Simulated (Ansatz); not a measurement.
# BH7O3Si2: a ladder of functionals and wavefunction methods

An exercise on one series of results from a longer session: the logs are not shown, and one member is left open.

Method: functionals in def2-TZVPP, the program's frozen cores in correlated methods; program: Ansatz 0.2.0, Gaussian basis.

Plan: LDA (SPW92), PBE-D4, revPBE-D4, BLYP-D4, r2SCAN-D4, B97M-V, PBE0-D4, B3LYP-D4, r2SCANh-D4, r2SCAN0-D4, HSE06-D4, BHLYP-D4, CAM-B3LYP-D4, LC-ωPBE, ωB97X-V, ωB97M-V, B2PLYP, PBE-QIDH; CCSD(T)/def2-SVP; CCSD(T)/def2-TZVPP; MP2/def2-QZVPP; extrapolation to the limit; RPA on PBE.

### Structure used throughout

The geometry comes from an earlier relaxation with PBE0-D4 in a triple-zeta def2 set; it is a stationary point, not always the lowest conformer.

SMILES `OB(O[SiH3])O[SiH3]`, 13 atoms, charge 0, spin multiplicity 1.

Atoms are counted from 1 here; the program's logs count them from 0.

Bond lengths: O1–B2 1.364 Å, O1–H7 0.960 Å, B2–O3 1.365 Å, B2–O5 1.364 Å, O3–Si4 1.655 Å, Si4–H8 1.484 Å, Si4–H9 1.482 Å, Si4–H10 1.484 Å, O5–Si6 1.653 Å, Si6–H11 1.482 Å, Si6–H12 1.484 Å, Si6–H13 1.484 Å. Angles: B2–O1–H7 112.5°, O1–B2–O3 120.7°, O1–B2–O5 119.2°, O3–B2–O5 120.1°, B2–O3–Si4 128.5°, O3–Si4–H8 110.6°, O3–Si4–H9 106.3°, O3–Si4–H10 110.6°, H8–Si4–H9 109.8°, H8–Si4–H10 109.8°, H9–Si4–H10 109.8°, B2–O5–Si6 130.8°, O5–Si6–H11 106.3°, O5–Si6–H12 110.5°, O5–Si6–H13 110.5°, H11–Si6–H12 109.8°, H11–Si6–H13 109.8°, H12–Si6–H13 109.8°.

The first run:

in.yaml reads:

```yaml
crystal:
  periodic: [false, false, false]
  atoms:
    - {symbol: O, position_ang: [-0.587332, 1.620453, 1.201200]}
    - {symbol: B, position_ang: [-0.449763, 0.615884, 0.288774]}
    - {symbol: O, position_ang: [-1.411002, 0.394746, -0.654850]}
    - {symbol: Si, position_ang: [-1.443072, -0.757246, -1.842024]}
    - {symbol: O, position_ang: [0.663642, -0.170336, 0.328259]}
    - {symbol: Si, position_ang: [1.973151, -0.139980, 1.337148]}
    - {symbol: H, position_ang: [-1.403866, 2.111168, 1.085888]}
    - {symbol: H, position_ang: [-0.288419, -0.593070, -2.759864]}
    - {symbol: H, position_ang: [-2.708352, -0.552274, -2.585690]}
    - {symbol: H, position_ang: [-1.423195, -2.117751, -1.249369]}
    - {symbol: H, position_ang: [2.869404, -1.231634, 0.889026]}
    - {symbol: H, position_ang: [1.552736, -0.377622, 2.740349]}
    - {symbol: H, position_ang: [2.676567, 1.162764, 1.236153]}
basis:
  gaussian: {orbitals: def2-TZVPP}
hamiltonian: {xc: lda}
output: {orbitals: {seedname: orbitals}}
```

Run with:

```
> ansatz run in.yaml --threads 4 --pin off --events-out ev --progress --plain --max-ram 11315MiB
```

Steps of the session up to this table: LDA; PBE-D4 (GGA); revPBE-D4 (GGA); BLYP-D4 (GGA); r2SCAN-D4 (meta-GGA); B97M-V (meta-GGA); PBE0-D4 (hybrid); B3LYP-D4 (hybrid); r2SCANh-D4 (hybrid); r2SCAN0-D4 (hybrid); HSE06-D4 (hybrid); BHLYP-D4 (hybrid); CAM-B3LYP-D4 (range-separated); LC-ωPBE (range-separated); ωB97X-V (range-separated); ωB97M-V (range-separated); B2PLYP (double hybrid); PBE-QIDH (double hybrid).

One of the session's tables, all rows but one given; the rest of the session is left out.

It belongs to the step «Orbital energies across the functionals». 

| functional | HOMO (eV) | gap (eV) |
| --- | --- | --- |
| LDA (SPW92) | -7.59 | 6.42 |
| PBE-D4 | -7.50 | 6.58 |
| revPBE-D4 | -7.46 | 6.66 |
| BLYP-D4 | -7.42 | 6.60 |
| r2SCAN-D4 | -7.87 | 7.41 |
| B97M-V | -7.99 | 7.19 |
| PBE0-D4 | -8.96 | 8.89 |
| B3LYP-D4 | -8.74 | 8.43 |
| r2SCANh-D4 | -8.41 | 8.22 |
| r2SCAN0-D4 | -9.21 | 9.42 |
| HSE06-D4 | ? | ? |
| BHLYP-D4 | -10.36 | 11.06 |
| CAM-B3LYP-D4 | -10.39 | 11.21 |
| LC-ωPBE | -11.75 | 13.80 |
| ωB97X-V | -11.41 | 13.27 |
| ωB97M-V | -11.27 | 12.74 |

**Question.** Estimate the row for HSE06-D4.

The run gave: HOMO (eV): -8.55; gap (eV): 8.11. In the column «HOMO (eV)» it lies between B3LYP-D4 (-8.74) and r2SCANh-D4 (-8.41).
